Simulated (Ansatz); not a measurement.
# ClH2MoNS2: how energies converge with the basis set

How large a basis does ClH2MoNS2 need? Two functionals are run in growing sets.

Program: Ansatz 0.2.0, Gaussian basis. Level of theory: one geometry, several basis sets. These are calculated values, not measurements.

Levels to be run: PBE0-D4/def2-SVP; ωB97M-V/def2-SVP; PBE0-D4/def2-QZVPP; ωB97M-V/def2-QZVPP; the functionals' def2-TZVPP values are taken from earlier runs.

### Step 1. The geometry

The geometry comes from an earlier relaxation with PBE0-D4 in a triple-zeta def2 set; it is a stationary point, not always the lowest conformer. Mo takes the def2 core potential; no spin-orbit term is included.

SMILES `[NH2][Mo](=[S])(=[S])[Cl]`, 7 atoms, charge 0, spin multiplicity 1.

Atoms are counted from 1 here; the program's logs count them from 0.

Bond lengths: N1–Mo2 1.898 Å, N1–H6 1.010 Å, N1–H7 1.010 Å, Mo2–S3 2.095 Å, Mo2–S4 2.095 Å, Mo2–Cl5 2.254 Å. Angles: Mo2–N1–H6 123.5°, Mo2–N1–H7 123.5°, H6–N1–H7 112.3°, N1–Mo2–S3 108.2°, N1–Mo2–S4 108.2°, N1–Mo2–Cl5 110.1°, S3–Mo2–S4 110.7°, S3–Mo2–Cl5 109.8°, S4–Mo2–Cl5 109.8°.

### Step 2. PBE0-D4 in def2-SVP

Contents of in.yaml:

```yaml
crystal:
  periodic: [false, false, false]
  atoms:
    - {symbol: N, position_ang: [-0.661763, 0.992876, -0.208399]}
    - {symbol: Mo, position_ang: [0.376756, -0.562872, 0.113532]}
    - {symbol: S, position_ang: [2.355959, -0.151849, -0.435251]}
    - {symbol: S, position_ang: [-0.405155, -2.121555, -1.046837]}
    - {symbol: Cl, position_ang: [0.288458, -1.116883, 2.296443]}
    - {symbol: H, position_ang: [-0.274587, 1.925379, -0.233779]}
    - {symbol: H, position_ang: [-1.618368, 0.966804, -0.531410]}
basis:
  gaussian: {orbitals: def2-SVP}
hamiltonian: {xc: pbe0, dispersion: d4}
output: {orbitals: {seedname: orbitals}}
```

On the command line:

```sh
$ ansatz run in.yaml --threads 4 --pin off --events-out ev --progress --plain --max-ram 10444MiB
```

Further steps of the session: ωB97M-V in def2-SVP; PBE0-D4 in def2-QZVPP; ωB97M-V in def2-QZVPP.

Before running them: what should the planned runs give, taken together? Wanted: PBE0-D4: double and triple zeta above quadruple; ωB97M-V: double and triple zeta above quadruple.

As calculated:

| quantity | value |
| --- | --- |
| PBE0-D4: double and triple zeta above quadruple | 15.48, 1.22 eV |
| ωB97M-V: double and triple zeta above quadruple | 15.35, 1.16 eV |

What this shows: For PBE0-D4 the step from double to triple zeta gains 14.27 eV and the next only 1.22 eV. Total energies overstate the basis error of differences, where much of it tends to cancel.
